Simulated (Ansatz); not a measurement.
**SiGeH₃ (quartet): from Hartree-Fock to the top rungs, cc-pVDZ**

The task here is to estimate one member of a computed series from the others.

Computed with Ansatz 0.2.0, Gaussian basis. Level: cc-pVDZ, core rule «outside noble gas», up to 19 orbitals frozen.

The runs, in order: UHF; CCSD(T) on ROHF; CCSD(T) on UHF; BCCD(T) on ROHF; CISD; CCSDT(Q) on ROHF; CCSDT(Q) on UHF; CASSCF and MRCISD+Q, 11 electrons in 11 orbitals; CASSCF and NEVPT2, 11 electrons in 11 orbitals.

20 further runs of the same task are left out: 9 that didn't finish, 11 set aside as unsound or not needed.

## What is computed

The geometry is a PBE0/def2-TZVP stationary point (not a proven minimum) of the parent state, kept for this charge and spin. No spin-orbit coupling is included. The filled d shell of Ge may be among the frozen orbitals whatever the setting's name suggests; the logs give the count.

5 atoms, charge 0, spin multiplicity 4.

Atoms are counted from 1 here; the program's logs count them from 0.

Bond lengths: Si1–Ge2 2.440 Å, Si1–H3 1.499 Å, Si1–H4 1.492 Å, Si1–H5 1.492 Å. Angles: Ge2–Si1–H3 101.6°, Ge2–Si1–H4 116.0°, Ge2–Si1–H5 116.0°, H3–Si1–H4 107.3°, H3–Si1–H5 107.3°, H4–Si1–H5 107.7°.

The first run:

Input file in.yaml:

```yaml
crystal:
  periodic: [false, false, false]
  atoms:
    - {symbol: Si, position_ang: [-0.005941, 0.000000, 1.692878]}
    - {symbol: Ge, position_ang: [-0.001466, 0.000000, -0.747359]}
    - {symbol: H, position_ang: [1.461722, -0.000031, 1.996378]}
    - {symbol: H, position_ang: [-0.595235, 1.204279, 2.346671]}
    - {symbol: H, position_ang: [-0.595286, -1.204254, 2.346671]}
basis:
  gaussian: {orbitals: cc-pVDZ}
magnetization: {spin_polarized: true, initial_magnetization: 3}
hamiltonian: {xc: hf}
output: {orbitals: {seedname: orbitals}}
```

The run is started by

```
$ ansatz run in.yaml --threads 1 --pin off --events-out ev --progress --plain --max-ram 2393MiB
```

Among the steps run: UHF; CCSD(T) on ROHF; CCSD(T) on UHF; BCCD(T) on ROHF; CISD; CCSDT(Q) on ROHF; CCSDT(Q) on UHF; CASSCF and MRCISD+Q, 11 electrons in 11 orbitals; CASSCF and NEVPT2, 11 electrons in 11 orbitals.

One of the session's tables, all rows but one given; the rest of the session is left out.

| method | from UCCSDT(Q) (meV) |
| --- | --- |
| ROHF | +5297.0 |
| UHF | +5231.2 |
| RMP2 | +1215.7 |
| UMP2 | +1206.7 |
| CISD | +548.4 |
| RCCSD | +186.8 |
| UCCSD | +168.6 |
| RCCSD(T) | +53.1 |
| UCCSD(T) | +36.8 |
| BCCD(T) | +52.4 |
| RCCSDT | +22.7 |
| UCCSDT | +6.2 |
| RCCSDT(Q) | +16.5 |
| UCCSDT(Q) | 0 |
| CASSCF valence | +3653.8 |
| NEVPT2 valence | +1095.1 |
| MRCISD valence | +311.6 |
| MRCISD+Q valence | ? |

Estimate the missing values for MRCISD+Q valence.

The run gave: from UCCSDT(Q) (meV): +59.6. In the column «from UCCSDT(Q) (meV)» it lies between RCCSD(T) (+53.1) and UCCSD (+168.6).

To keep in mind: Restricted and unrestricted rows rest on different reference determinants; where their highest levels disagree by more than a few hundredths of an eV, they describe different states and don't form one ladder.
